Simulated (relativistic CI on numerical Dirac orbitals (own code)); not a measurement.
# Ta⁺: O2,3 absorption multiplets

Wanted: the shape of the O2,3 absorption spectrum of Ta⁺ in 4 surroundings, from the same atomic integrals.

Program: relativistic CI on numerical Dirac orbitals (own code) version 1. Level of theory: Dirac-Coulomb-Breit CI, KLI orbitals optimised for each configuration, model QED (radiative potential, 1s self-energy scaled to tabulated hydrogen-like ionisation energies), valence Slater integrals scaled by 0.9, multiplet model of core-to-valence dipole absorption in a parametric crystal field. These are calculated values, not measurements, unless marked.

**1. The system**

| Property | Result |
| --- | --- |
| ion | Ta⁺ (Ta II) |
| nuclear charge | 73 |
| electrons | 72 |
| configurations | [Xe] 4f14 5d4 → [Kr] 4d10 4f14 5s2 5p5 5d5 |
| magnetising field for the dichroism, Lz and Sz | exchange field 10 meV on Sz; these come from the lowest magnetised state alone (0 K) |
| temperature of the isotropic spectrum | 300 K |
| widths | Lorentz 0.6 eV, Gauss 0.3 eV |
| surrounding 1 | D4h, 10Dq = 11450, Ds = 1070, Dt = -470 cm⁻¹ |
| surrounding 2 | D4h, 10Dq = 11450, Ds = 1710, Dt = -470 cm⁻¹ |
| surrounding 3 | D4h, 10Dq = 11450, Ds = 2360, Dt = -470 cm⁻¹ |
| surrounding 4 | D4h, 10Dq = 11450, Ds = 3000, Dt = -470 cm⁻¹ |

**2. Surrounding 1: D4h, 10Dq = 11450, Ds = 1070, Dt = -470**

Settings of the run:

```ini
atom Ta  Z=73  charge=1  electrons=72
nucleus A=181  rms_radius_fm=5.3507
hamiltonian dirac-coulomb  breit=on  qed=on  c_scale=1
orbitals kli  potential=per-configuration
slater_scale 0.9
correlation none
mixing on
configurations
  [Xe] 4f14 5d4
  [Kr] 4d10 4f14 5s2 5p5 5d5
end
absorption O2,3 T=300 lorentz=0.6 gauss=0.3
crystal_field D4h 10Dq=11450 Ds=1070 Dt=-470
```

The program writes no log. Results of the run, from its result record (rounded, main fields), shortened:

```text
status: converged
curve, one point in 5 above 2 % of the maximum [energy, isotropic, mcd, ld] [eV; bohr^2/eV]:
  - [31.7, 0.00427, -0.0004098, 0.001118]
  - [32.2, 0.006245, -0.0006299, 0.002333]
  - [32.7, 0.01184, -0.001253, 0.006271]
  - [33.2, 0.02775, -0.002585, 0.02437]
  - [33.7, 0.0364, -0.006472, 0.01144]
  - [34.2, 0.03526, -0.002113, 0.01331]
  - [34.7, 0.04661, 0.0001063, 0.005198]
  - [35.2, 0.05672, -0.003559, -0.009797]
  - [35.7, 0.09239, -0.006285, 0.001842]
  - [36.2, 0.1335, -0.02299, 0.01925]
  - [36.7, 0.1898, -0.03515, 0.02805]
  - [37.2, 0.2123, -0.03535, -0.01857]
  - [37.7, 0.1713, -0.02849, 0.0264]
  - [38.2, 0.1409, -0.03773, -0.0003423]
  - [38.7, 0.14, -0.0164, 0.0407]
  - [39.2, 0.1372, 0.004652, 0.02842]
  - [39.7, 0.1193, 0.01112, 0.004612]
  - [40.2, 0.08526, 0.011, -0.01646]
  - [40.7, 0.07371, 0.01793, -0.04804]
  - [41.2, 0.06706, 0.01567, -0.06002]
  - [41.7, 0.05431, 0.009501, -0.04221]
  - [42.2, 0.04531, 0.00747, -0.03523]
  - [42.7, 0.03624, 0.01267, -0.02733]
  - [43.2, 0.03484, 0.01574, -0.02561]
  - [43.7, 0.02186, 0.006578, -0.008404]
  - [44.2, 0.02268, 0.005732, -0.001822]
  - [44.7, 0.02825, 0.003122, 0.009051]
  - [45.2, 0.03733, 0.001166, -0.008464]
  - "... 13 more rows left out ..."
sticks, the strongest [energy, strength] [eV, bohr^2]:
  - [36.52, 0.0186]
  - [36.56, 0.02912]
  - [36.87, 0.01586]
  - [36.92, 0.01938]
  - [37.08, 0.01807]
  - [37.24, 0.01526]
  - [37.28, 0.02305]
  - [37.64, 0.01581]
  - [38.39, 0.01586]
  - [39.34, 0.01692]
  - [43.02, 0.01567]
  - [45.88, 0.01572]
  - [47.95, 0.02053]
  - [47.99, 0.02015]
total [bohr^2]: 1.39041
centroid [eV]: 40.5893
radial 5p6 5d4 [Ha, bohr]: {"<r^-3>(5d)": 5.5526, "<r^1>(5d)": 2.1862, "<r^2>(5d)": 5.761, "<r^4>(5d)": 65.518, "F2(5d,5d)": 0.20811, "F4(5d,5d)": 0.13425, "zeta(5d)": 0.0058874}
radial 5p5 5d5 [Ha, bohr]: {"<r^-3>(5p)": 109.54, "<r^1>(5p)": 1.2898, "<r^2>(5p)": 1.893, "<r^4>(5p)": 5.6164, "zeta(5p)": 0.21135, "<r^-3>(5d)": 6.1132, "<r^1>(5d)": 2.1007, "<r^2>(5d)": 5.292, "<r^4>(5d)": 54.424, "F2(5d,5d)": 0.21792, "F4(5d,5d)": 0.14116, "F2(5p,5d)": 0.23753, "G1(5p,5d)": 0.27174, "G3(5p,5d)": 0.166, "zeta(5d)": 0.0071302}
ground_degeneracy: 1
ground_Lz: -0.0826464
ground_Sz: -0.288845
ground_S: 1.14513
core_spin_orbit_splitting [eV]: 8.75273
```

Run time: 3.7 s. Hardware: 1 thread, shared host.

**3. Surrounding 2: D4h, 10Dq = 11450, Ds = 1710, Dt = -470**

Changes to the settings of step 2:

```diff
@@ -12,2 +12,2 @@
 absorption O2,3 T=300 lorentz=0.6 gauss=0.3
-crystal_field D4h 10Dq=11450 Ds=1070 Dt=-470
+crystal_field D4h 10Dq=11450 Ds=1710 Dt=-470
```

Result record:

```text
status: converged
curve, one point in 8 above 2 % of the maximum [energy, isotropic, mcd, ld] [eV; bohr^2/eV]:
  - [31.7, 0.004312, -0.0003616, 0.0012]
  - [32.5, 0.00932, -0.0007846, 0.003966]
  - [33.3, 0.02943, -0.002443, 0.02869]
  - [34.1, 0.03527, -0.004776, 0.006958]
  - [34.9, 0.04948, -0.0001414, -0.002134]
  - [35.7, 0.08538, -0.00354, 0.01697]
  - [36.5, 0.1791, -0.03049, 0.07228]
  - [37.3, 0.2081, -0.03574, -0.01546]
  - [38.1, 0.1547, -0.03762, 0.001834]
  - [38.9, 0.1394, -0.008975, 0.01091]
  - [39.7, 0.1146, 0.006544, 0.001311]
  - [40.5, 0.07082, 0.009917, -0.03786]
  - [41.3, 0.06861, 0.01554, -0.06982]
  - [42.1, 0.05562, 0.00799, -0.05655]
  - [42.9, 0.03409, 0.01442, -0.0305]
  - [43.7, 0.02392, 0.008396, -0.01161]
  - [44.5, 0.0248, 0.005495, 0.003412]
  - [45.3, 0.03889, 0.002517, -0.01489]
  - [46.1, 0.07194, 0.02393, -0.04918]
  - [46.9, 0.06429, 0.004084, -0.05659]
  - [47.7, 0.08774, -0.002589, -0.06117]
  - [48.5, 0.07517, -0.007603, -0.0405]
  - [49.3, 0.03912, -0.000665, -0.01394]
  - [50.1, 0.02352, -0.001673, 0.004234]
  - [50.9, 0.01112, -0.0007199, 0.0009344]
  - [51.7, 0.005579, 0.0004033, -0.001145]
sticks, the strongest [energy, strength] [eV, bohr^2]:
  - [36.46, 0.02063]
  - [36.59, 0.03375]
  - [36.86, 0.0226]
  - [37.16, 0.02086]
  - [37.39, 0.02801]
  - [38.64, 0.01997]
  - [42.12, 0.01939]
  - [48.35, 0.02166]
total [bohr^2]: 1.39159
centroid [eV]: 40.5931
ground_degeneracy: 1
ground_Lz: -0.0530785
ground_Sz: -0.270666
ground_S: 1.13077
core_spin_orbit_splitting [eV]: 8.75273
```

Wall time 3.7 s (1 thread, shared host).

**4. Surrounding 3: D4h, 10Dq = 11450, Ds = 2360, Dt = -470**

Changes to the settings of step 3:

```diff
@@ -12,2 +12,2 @@
 absorption O2,3 T=300 lorentz=0.6 gauss=0.3
-crystal_field D4h 10Dq=11450 Ds=1710 Dt=-470
+crystal_field D4h 10Dq=11450 Ds=2360 Dt=-470
```

Result record:

```text
status: converged
curve, one point in 8 above 2 % of the maximum [energy, isotropic, mcd, ld] [eV; bohr^2/eV]:
  - [31.7, 0.004249, -0.0002356, 0.001073]
  - [32.5, 0.009565, -0.0004366, 0.003109]
  - [33.3, 0.02607, -0.001469, 0.02433]
  - [34.1, 0.03418, -0.003384, 0.003281]
  - [34.9, 0.04952, -0.000276, 0.0006683]
  - [35.7, 0.07888, -0.002021, 0.03279]
  - [36.5, 0.1767, -0.01863, 0.1193]
  - [37.3, 0.1953, -0.02928, -0.007501]
  - [38.1, 0.1573, -0.02623, -0.001592]
  - [38.9, 0.144, -0.009857, -0.03408]
  - [39.7, 0.1076, 0.001831, -0.01971]
  - [40.5, 0.07426, 0.004944, -0.05635]
  - [41.3, 0.06542, 0.01046, -0.07288]
  - [42.1, 0.06186, 0.006552, -0.07105]
  - [42.9, 0.03523, 0.01174, -0.03716]
  - [43.7, 0.02771, 0.008686, -0.0191]
  - [44.5, 0.02409, 0.004462, 0.001556]
  - [45.3, 0.04192, 0.003259, -0.0153]
  - [46.1, 0.078, 0.01901, -0.05926]
  - [46.9, 0.067, 0.005324, -0.06869]
  - [47.7, 0.07565, 0.004372, -0.0578]
  - [48.5, 0.08095, -0.002642, -0.04846]
  - [49.3, 0.04107, -0.0009921, -0.01264]
  - [50.1, 0.02432, -0.001488, 0.002858]
  - [50.9, 0.01268, -0.0006178, -0.000325]
  - [51.7, 0.005878, 0.0004446, -0.002362]
sticks, the strongest [energy, strength] [eV, bohr^2]:
  - [35.92, 0.02162]
  - [36.51, 0.02101]
  - [36.7, 0.02533]
  - [36.94, 0.02318]
  - [37.24, 0.03072]
  - [37.56, 0.03837]
  - [38.27, 0.02153]
  - [48.14, 0.02457]
total [bohr^2]: 1.39268
centroid [eV]: 40.688
ground_degeneracy: 1
ground_Lz: -0.0175354
ground_Sz: -0.19079
ground_S: 1.04514
core_spin_orbit_splitting [eV]: 8.75273
```

It took 3.6 s on 1 thread, shared host.

**5. Surrounding 4: D4h, 10Dq = 11450, Ds = 3000, Dt = -470**

Changes to the settings of step 4:

```diff
@@ -12,2 +12,2 @@
 absorption O2,3 T=300 lorentz=0.6 gauss=0.3
-crystal_field D4h 10Dq=11450 Ds=2360 Dt=-470
+crystal_field D4h 10Dq=11450 Ds=3000 Dt=-470
```

Result record:

```text
status: converged
curve, one point in 8 above 2 % of the maximum [energy, isotropic, mcd, ld] [eV; bohr^2/eV]:
  - [31.7, 0.003864, -0.0001006, 0.0007577]
  - [32.5, 0.00845, -0.0001135, 0.001825]
  - [33.3, 0.02152, -0.0006527, 0.01779]
  - [34.1, 0.02969, -0.0009918, 0.001075]
  - [34.9, 0.04698, -0.000915, 0.00545]
  - [35.7, 0.07115, -0.0009932, 0.04643]
  - [36.5, 0.159, -0.006342, 0.1437]
  - [37.3, 0.168, -0.01646, 0.01174]
  - [38.1, 0.1453, -0.01092, -0.01442]
  - [38.9, 0.155, -0.007954, -0.09038]
  - [39.7, 0.1035, -0.0005582, -0.06651]
  - [40.5, 0.07264, 0.0007268, -0.06961]
  - [41.3, 0.05404, 0.003916, -0.06163]
  - [42.1, 0.06786, 0.003946, -0.08342]
  - [42.9, 0.03732, 0.006868, -0.04283]
  - [43.7, 0.0314, 0.005579, -0.0268]
  - [44.5, 0.02827, 0.002349, -0.0002554]
  - [45.3, 0.05681, 0.002529, -0.01838]
  - [46.1, 0.08588, 0.008552, -0.07749]
  - [46.9, 0.07545, 0.00517, -0.08379]
  - [47.7, 0.09001, 0.004542, -0.08031]
  - [48.5, 0.08509, -0.0005976, -0.04883]
  - [49.3, 0.04427, -0.001004, -0.003351]
  - [50.1, 0.02806, -0.000791, 0.002795]
  - [50.9, 0.01372, -0.0003252, -0.00368]
  - [51.7, 0.006131, 0.0002909, -0.002869]
sticks, the strongest [energy, strength] [eV, bohr^2]:
  - [36.04, 0.02144]
  - [36.58, 0.02184]
  - [36.82, 0.04465]
  - [37.7, 0.01813]
  - [40.58, 0.01928]
  - [42.26, 0.01855]
  - [46.36, 0.03064]
  - [47.51, 0.02149]
total [bohr^2]: 1.38984
centroid [eV]: 41.0534
ground_degeneracy: 1
ground_Lz: 0.00225456
ground_Sz: -0.0879873
ground_S: 0.813584
core_spin_orbit_splitting [eV]: 8.75273
```

Run time: 3.4 s. Hardware: 1 thread, shared host.

**6. The spectra side by side**

| surrounding | ground S | Lz (0 K) | Sz (0 K) | centroid (eV) | share of the lower edge | up to four highest peaks (% of the highest), eV |
| --- | --- | --- | --- | --- | --- | --- |
| 1: D4h | 1.15 | -0.08 | -0.29 | 40.59 | - | 37.2 (100), 38.9 (67), 40.8 (35), 47.9 (52) |
| 2: D4h | 1.13 | -0.05 | -0.27 | 40.59 | - | 37.2 (100), 41.0 (34), 46.0 (35), 48.0 (48) |
| 3: D4h | 1.05 | -0.02 | -0.19 | 40.69 | - | 36.8 (100), 38.3 (79), 46.2 (39), 48.2 (48) |
| 4: D4h | 0.81 | 0.00 | -0.09 | 41.05 | - | 36.8 (100), 38.6 (84), 46.3 (49), 47.5 (52) |

**7. What came out**

```
                                 quantity         value
                  highest peak, first run       37.2 eV
      ground spin (effective S from ⟨S²⟩)  0.81 to 1.15
core spin-orbit splitting (without Breit)       8.75 eV
```

The position of the maximum differs by up to 0.4 eV between the surroundings, by shifts of peaks or by peaks exchanging rank. Edge positions are free-ion values and differ from those in solids by a few eV or more.
